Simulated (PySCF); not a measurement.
# C2H5Br (Ethyl bromide): the cost of one run

Programs: PySCF 2.14.0, with density-fitted response routines of our own. Each step states its level of theory. These are calculated values for one molecule in the gas phase, unless marked as measured. Atoms are numbered from 0 throughout.

### Step 1. Starting geometry

8 atoms, charge 0, multiplicity 1; geometry from: GFN2-xTB.

Bonds of the start (Å): C0–C1 1.51, C1–Br2 1.96, C0–H3 1.09, C0–H4 1.09, C0–H5 1.09, C1–H6 1.09, C1–H7 1.09.

### Step 2. Relaxing the molecule at PBE0-D3(BJ)/def2-SVP

The job: settings as JSON, then the geometry in Å.

```
{"job": {"xc": "PBE0", "basis": "def2-SVP", "d3": "d3bj", "grid": 1, "kind": "geom"}, "charge": 0, "multiplicity": 1}
C     -0.781872     0.213734    -0.013178
C      0.612988    -0.369311     0.039855
Br     1.967584     1.018117    -0.244545
H     -0.973133     0.669978    -0.982404
H     -1.511192    -0.578264     0.149446
H     -0.913595     0.971115     0.756973
H      0.774595    -1.108919    -0.743083
H      0.833682    -0.807038     1.012372
```

The run is started by

```sh
$ OMP_NUM_THREADS=1 python probes_run.py task.json out
```

One launch serves the whole session: the jobs run in the order shown.

Q: Estimate the wall time and peak memory of this first job on 1 thread of Arm Neoverse N1, shared host.

About 10 s, with a peak of 0.36 GiB.
